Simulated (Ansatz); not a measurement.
# Bi2Te2Se: the cost of one run

Computed with Ansatz 0.2.0 (DFT PBEsol, scalar-relativistic, plane waves, PAW, unless a step's input says otherwise).

2 further runs of the same task are left out: 2 set aside as unsound or not needed.

## 1. The structure to begin with

The structure is trigonal, space group R-3m (No. 166). The conventional cell has a = 4.289 Å, b = 4.289 Å, c = 29.850 Å, α = 90.00°, β = 90.00°, γ = 120.00°. Bi (site symmetry 3m) is surrounded by 3 Te at 3.04 Å and 3 Se at 3.08 Å. Te (site symmetry 3m) has 3 Bi at 3.04 Å as nearest neighbours. Se (site symmetry -3m) is surrounded by 6 Bi at 3.08 Å.

Coordinates:

```cif
data_structure
_symmetry_space_group_name_H-M 'R-3m:H'
_symmetry_Int_Tables_number 166
_cell_length_a 4.2888
_cell_length_b 4.2888
_cell_length_c 29.8504
_cell_angle_alpha 90.000
_cell_angle_beta 90.000
_cell_angle_gamma 120.000
_cell_volume 475.51
loop_
_atom_site_label
_atom_site_type_symbol
_atom_site_symmetry_multiplicity
_atom_site_Wyckoff_symbol
_atom_site_fract_x
_atom_site_fract_y
_atom_site_fract_z
_atom_site_occupancy
Bi1 Bi 6 c 0.66667 0.33333 0.93892 1
Te1 Te 6 c 0.33333 0.66667 0.87976 1
Se1 Se 3 a 0.00000 0.00000 0.00000 1
```

It goes back to an entry of the Materials Project.

It is the result of an earlier relaxation at this level (volume 31.70 Å³/atom; gap on the mesh: 0.03 eV).

## 2. Tight relaxation for the response runs

Response runs need a geometry at rest under their own mesh and occupations; hence this stricter relaxation.

The input, input.yaml:

```yaml
crystal:
  lattice:
    - [2.1444179762, 1.2380802958, 9.950134015]
    - [-2.1444179762, 1.2380802958, 9.950134015]
    - [0.0, -2.4761605916, 9.950134015]
  atoms:
    - { symbol: Bi, position: [0.6055837716, 0.6055837716, 0.6055837716] }
    - { symbol: Bi, position: [0.3944162284, 0.3944162284, 0.3944162284] }
    - { symbol: Te, position: [0.2130884008, 0.2130884008, 0.2130884008] }
    - { symbol: Te, position: [0.7869115992, 0.7869115992, 0.7869115992] }
    - { symbol: Se, position: [0.0, 0.0, 0.0] }
basis:
  ecutwfc: 420
kpoints:
  mp_grid: { grid: [9, 9, 9] }
hamiltonian:
  xc: pbesol
scf:
  occupations: { method: gaussian, width: 0.1 }
output:
  forces: true
  stress: true
  eigenvalues: true
  write_density: true
  write_potential: true
  elf: true
  volumetric_format: npy
relax:
  adjacent_minimum: "off"
  f_tol: 0.001
  max_steps: 60
  cell: { stress_tol: 0.01 }
```

Started as:

```
ansatz run input.yaml --threads 2 --pin off --max-ram 5120MiB --backend cpu --events-out ev --progress --plain --runs-dir out
```

**Question.** How long does this run take on 2 threads of AMD EPYC 9R45 (Zen 5), shared host, and how much memory does it need?

About 37 s, with a peak of 0.84 GiB.
